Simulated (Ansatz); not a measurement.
This script drives Ansatz 0.2.0 through its Python package.

Input file `chclse.xyz`:
```text
4

Cl    1.32900   -0.05690   -0.97310
C    -0.00680   -0.09960    0.20590
Se   -1.52040    0.64940   -0.41770
H     0.25370   -0.55310    1.16460
```

`run_md.py`
```python
"""Molecular dynamics of one CHClSe molecule."""

import warnings

import ansatz as az
import numpy as np

BASIS = "def2-SVP"
FUNCTIONAL = "hf"
N_STEPS = 30
TEMPERATURE_K = 300

warnings.simplefilter("ignore", az.DeckWarning)

system = az.Crystal.molecule_from_extxyz("chclse.xyz")

model = (
    system.calculation()
    .basis(gaussian=BASIS)
    .functional(FUNCTIONAL)
    .md("nvt_langevin", timestep=1.0, steps=N_STEPS, temperature=TEMPERATURE_K, initial_velocities="maxwell_boltzmann", seed=73, friction=0.01)
)
frames = []
model.session().plan().execute(on_event=lambda e: frames.append(e["data"]) if e["event"] == "md_step" else None)
print("t (fs)   E_pot (eV)      E_kin (eV)   T (K)   d(0-1) (A)")
for f in frames[::3]:
    xyz = np.array(f["positions_ang"])
    print(f"{f['time_fs']:6.2f} {f['lagrangian_ev']:14.5f} {f['e_kin_ev']:10.5f} {f['temperature_k']:8.1f} {np.linalg.norm(xyz[0] - xyz[1]):9.4f}")
print("mean temperature", round(float(np.mean([f["temperature_k"] for f in frames])), 1), "K")
symbols = [site.symbol for site in system.cartesian_sites]
with open("last_frame.xyz", "w") as handle:
    handle.write(f"{len(symbols)}\nt = {frames[-1]['time_fs']} fs\n")
    handle.writelines("{:2s} {:10.5f} {:10.5f} {:10.5f}\n".format(s, *xyz) for s, xyz in zip(symbols, frames[-1]["positions_ang"]))
```

It is started by `python run_md.py`. How long does it take on 1 thread of Intel(R) Xeon(R) 6975P-C (Granite Rapids), on a shared host, and how much memory does it need?

It took about 29 s, with a peak of 0.21 GiB, for 1 run of the engine.

```console
$ python run_md.py
t (fs)   E_pot (eV)      E_kin (eV)   T (K)   d(0-1) (A)
  0.00   -78838.48222    0.11633    225.0    1.7822
  3.00   -78838.50042    0.13758    266.1    1.7609
  6.00   -78838.58860    0.23545    455.4    1.7325
  9.00   -78838.71297    0.36525    706.4    1.7000
 12.00   -78838.77656    0.37282    721.1    1.6771
 15.00   -78838.71986    0.27260    527.2    1.6598
 18.00   -78838.63529    0.19239    372.1    1.6495
 21.00   -78838.59438    0.13716    265.3    1.6427
 24.00   -78838.63128    0.16982    328.5    1.6454
 27.00   -78838.72439    0.23075    446.3    1.6586
 30.00   -78838.80840    0.30763    595.0    1.6835
mean temperature 450.8 K
```

File `last_frame.xyz` afterwards:
```text
4
t = 30.0 fs
Cl    1.39656    0.03158   -0.89583
C     0.01648    0.11230    0.06493
Se   -1.57803    0.61115   -0.40182
H     0.17666   -0.24397    1.05927
```

Notes:
- Total energies depend on the basis set; only differences at equal settings carry meaning.
- The trajectory is only some femtoseconds long, so its temperature is not equilibrated; where the script doesn't relax first, it starts from a rough generated geometry.
- The printed temperature counts all 3N degrees of freedom under Langevin dynamics, so the first row lies under the target.
- With hydrogen a step over 0.5 fs is long.

(Lines on the test bed's own set-up are left out of the output.)
